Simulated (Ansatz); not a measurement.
**GaBNH (singlet): from a generated start to a stationary point**

Aim: relax a generated start of GaBNH (singlet) and see which bonds hold.

The runs use Ansatz 0.2.0, Gaussian basis; RKS PBE0/def2-TZVP.

### Step 1. Where the work starts

4 atoms, charge 0, spin multiplicity 1.

Atoms are counted from 1 here; the program's logs count them from 0.

Bond lengths: B1–Ga2 1.996 Å, B1–H4 1.160 Å, Ga2–N3 1.699 Å. Angles: Ga2–B1–H4 130.8°, B1–Ga2–N3 137.3°.

The start was built by rule and, where that kept it together, relaxed with GFN2-xTB. Sticks and bond lists go by distance. No spin-orbit coupling is included. 

### Step 2. The run

in.yaml

```yaml
crystal:
  periodic: [false, false, false]
  atoms:
    - {symbol: B, position_ang: [-1.914345, 0.263589, -0.000130]}
    - {symbol: Ga, position_ang: [0.029632, -0.189982, -0.000832]}
    - {symbol: N, position_ang: [1.506624, 0.649346, 0.003947]}
    - {symbol: H, position_ang: [-2.453412, 1.291035, 0.004110]}
basis:
  gaussian: {orbitals: def2-TZVP}
hamiltonian: {xc: pbe0}
relax: {f_tol: 0.004, max_steps: 80}
```

The run is started by

```bash
> ansatz run in.yaml --threads 1 --pin off --events-out ev --progress --plain --max-ram 2176MiB
```

What does the calculation give? Wanted: energy gained; shift from the start; total energy; dipole moment.

As calculated:

| quantity | value |
| --- | --- |
| steps | 8 |
| energy gained | 0.583 eV |
| shift from the start (rms) | 0.572 Å |
| total energy | -54544.8766 eV |
| dipole moment | 5.91 D |

The bonds of the start are those of the end. B1–Ga2 went from 1.996 to 1.914 Å. No vibrations were run, so this is a stationary point, not a proven minimum, and this spin need not be the ground state's.
